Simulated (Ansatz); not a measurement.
# CCl2FNSi: a ladder of functionals and wavefunction methods

One table from this session's results is given with a row withheld; the runs are named, their logs left out.

Program: Ansatz 0.2.0, Gaussian basis. Level of theory: functionals in def2-TZVPP, the program's frozen cores in correlated methods. These are calculated values, not measurements.

The runs, in order: LDA (SPW92), PBE-D4, revPBE-D4, BLYP-D4, r2SCAN-D4, B97M-V, PBE0-D4, B3LYP-D4, r2SCANh-D4, r2SCAN0-D4, HSE06-D4, BHLYP-D4, CAM-B3LYP-D4, LC-ωPBE, ωB97X-V, ωB97M-V, B2PLYP, PBE-QIDH; CCSD(T)/def2-SVP; CCSD(T)/def2-TZVPP; MP2/def2-QZVPP; extrapolation to the limit; RPA on PBE.

**Structure used throughout**

An earlier PBE0-D4 in a triple-zeta def2 set relaxation fixed the geometry.

SMILES `N#C[Si](F)(Cl)Cl`, 6 atoms, charge 0, spin multiplicity 1.

Atoms are counted from 1 here; the program's logs count them from 0.

Bond lengths: N1–C2 1.151 Å, C2–Si3 1.830 Å, Si3–F4 1.572 Å, Si3–Cl5 2.006 Å, Si3–Cl6 2.006 Å. Angles: N1–C2–Si3 179.1°, C2–Si3–F4 107.4°, C2–Si3–Cl5 109.0°, C2–Si3–Cl6 109.0°, F4–Si3–Cl5 109.6°, F4–Si3–Cl6 109.6°, Cl5–Si3–Cl6 112.0°.

The first run:

Contents of in.yaml:

```yaml
crystal:
  periodic: [false, false, false]
  atoms:
    - {symbol: N, position_ang: [1.752633, -1.361030, 1.114171]}
    - {symbol: C, position_ang: [0.923124, -0.763298, 0.585927]}
    - {symbol: Si, position_ang: [-0.381920, 0.210333, -0.249428]}
    - {symbol: F, position_ang: [-1.471547, -0.801895, -0.758763]}
    - {symbol: Cl, position_ang: [0.422883, 1.177069, -1.812454]}
    - {symbol: Cl, position_ang: [-1.203073, 1.474720, 1.074346]}
basis:
  gaussian: {orbitals: def2-TZVPP}
hamiltonian: {xc: lda}
output: {orbitals: {seedname: orbitals}}
```

Steps of the session up to this table: LDA; PBE-D4 (GGA); revPBE-D4 (GGA); BLYP-D4 (GGA); r2SCAN-D4 (meta-GGA); B97M-V (meta-GGA); PBE0-D4 (hybrid); B3LYP-D4 (hybrid); r2SCANh-D4 (hybrid); r2SCAN0-D4 (hybrid); HSE06-D4 (hybrid); BHLYP-D4 (hybrid); CAM-B3LYP-D4 (range-separated); LC-ωPBE-D4 (range-separated; the results give it without D4); ωB97X-V (range-separated); ωB97M-V (range-separated); B2PLYP (double hybrid); PBE-QIDH (double hybrid).

One of the session's tables, all rows but one given; the rest of the session is left out.

It belongs to the step «Frontier levels by functional». 

| functional | HOMO (eV) | LUMO (eV) | gap (eV) |
| --- | --- | --- | --- |
| LDA (SPW92) | -8.91 | -2.72 | 6.18 |
| PBE-D4 | -8.74 | -2.43 | 6.31 |
| revPBE-D4 | -8.68 | -2.32 | 6.36 |
| BLYP-D4 | -8.56 | -2.25 | 6.31 |
| r2SCAN-D4 | ? | ? | ? |
| B97M-V | -9.17 | -2.13 | 7.04 |
| PBE0-D4 | -10.18 | -1.47 | 8.71 |
| B3LYP-D4 | -9.88 | -1.67 | 8.22 |
| r2SCANh-D4 | -9.65 | -1.89 | 7.76 |
| r2SCAN0-D4 | -10.43 | -1.36 | 9.07 |
| HSE06-D4 | -9.78 | -1.86 | 7.92 |
| BHLYP-D4 | -11.45 | -0.37 | 11.08 |
| CAM-B3LYP-D4 | -11.55 | -0.30 | 11.25 |
| LC-ωPBE | -13.03 | 0.85 | 13.88 |
| ωB97X-V | -12.61 | 0.79 | 13.40 |
| ωB97M-V | -12.43 | 0.68 | 13.11 |

Estimate the missing values for r2SCAN-D4.

Worked estimate for «HOMO (eV)». Against the share of exact exchange, r2SCANh-D4 (0.1, -9.65), r2SCAN0-D4 (0.25, -10.43) give a slope of -5.20 per unit share; at 0 the line stands at -9.13.

The run gave: HOMO (eV): -9.12; LUMO (eV): -2.24; gap (eV): 6.88. In «HOMO (eV)» the line misses by -0.01.
